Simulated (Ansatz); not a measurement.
# C2H6Cl2S2Sn: how energies converge with the basis set

An exercise on one series of results from a longer session: the logs are not shown, and one member is left open.

The runs use Ansatz 0.2.0, Gaussian basis; one geometry, several basis sets.

The runs, in order: PBE0-D4/def2-SVP; ωB97M-V/def2-SVP; PBE0-D4/def2-QZVPP; ωB97M-V/def2-QZVPP; the functionals' def2-TZVPP values are taken from earlier runs.

### The geometry

An earlier PBE0-D4 in a triple-zeta def2 set relaxation fixed the geometry. Sn takes the def2 core potential; no spin-orbit term is included.

SMILES `C[S][Sn]([Cl])([Cl])[S]C`, 13 atoms, charge 0, spin multiplicity 1.

Atoms are counted from 1 here; the program's logs count them from 0.

Bond lengths: C1–S2 1.818 Å, C1–H8 1.090 Å, C1–H9 1.089 Å, C1–H10 1.089 Å, S2–Sn3 2.370 Å, Sn3–Cl4 2.332 Å, Sn3–Cl5 2.316 Å, Sn3–S6 2.363 Å, S6–C7 1.821 Å, C7–H11 1.089 Å, C7–H12 1.089 Å, C7–H13 1.090 Å. Angles: S2–C1–H8 105.7°, S2–C1–H9 111.2°, S2–C1–H10 111.1°, H8–C1–H9 109.2°, H8–C1–H10 109.1°, H9–C1–H10 110.5°, C1–S2–Sn3 99.6°, S2–Sn3–Cl4 106.8°, S2–Sn3–Cl5 111.2°, S2–Sn3–S6 113.8°, Cl4–Sn3–Cl5 105.5°, Cl4–Sn3–S6 109.9°, Cl5–Sn3–S6 109.3°, Sn3–S6–C7 98.3°, S6–C7–H11 111.2°, S6–C7–H12 111.6°, S6–C7–H13 105.5°, H11–C7–H12 110.5° and more.

The first run:

File in.yaml:

```yaml
crystal:
  periodic: [false, false, false]
  atoms:
    - {symbol: C, position_ang: [-2.438545, 1.135588, -0.745169]}
    - {symbol: S, position_ang: [-1.310948, 1.039302, 0.677951]}
    - {symbol: Sn, position_ang: [0.726131, 0.618508, -0.457739]}
    - {symbol: Cl, position_ang: [0.289725, -1.050184, -2.027603]}
    - {symbol: Cl, position_ang: [1.396659, 2.463210, -1.686407]}
    - {symbol: S, position_ang: [2.488773, -0.056103, 0.964740]}
    - {symbol: C, position_ang: [1.807205, -1.662174, 1.485594]}
    - {symbol: H, position_ang: [-3.437303, 1.249212, -0.323596]}
    - {symbol: H, position_ang: [-2.402633, 0.223003, -1.337979]}
    - {symbol: H, position_ang: [-2.213579, 2.001705, -1.365715]}
    - {symbol: H, position_ang: [1.653338, -2.319991, 0.631422]}
    - {symbol: H, position_ang: [0.880493, -1.541371, 2.044665]}
    - {symbol: H, position_ang: [2.560695, -2.100694, 2.139836]}
basis:
  gaussian: {orbitals: def2-SVP}
hamiltonian: {xc: pbe0, dispersion: d4}
output: {orbitals: {seedname: orbitals}}
```

Steps of the session up to this table: PBE0-D4 in def2-SVP; ωB97M-V in def2-SVP; PBE0-D4 in def2-QZVPP; ωB97M-V in def2-QZVPP.

One of the session's tables, all rows but one given; the rest of the session is left out.

It belongs to the step «Functionals by basis». 

```
functional       basis  HOMO (eV)  LUMO (eV)
   PBE0-D4    def2-SVP          ?          ?
   PBE0-D4  def2-TZVPP      -7.48      -2.20
   PBE0-D4  def2-QZVPP      -7.50      -2.24
   ωB97M-V    def2-SVP      -9.57      -0.01
   ωB97M-V  def2-TZVPP      -9.67      -0.23
   ωB97M-V  def2-QZVPP      -9.70      -0.33
```

**Question.** Estimate the row for PBE0-D4, def2-SVP.

**Answer.** HOMO (eV): -7.41; LUMO (eV): -2.08. In the column «HOMO (eV)» it is the highest.
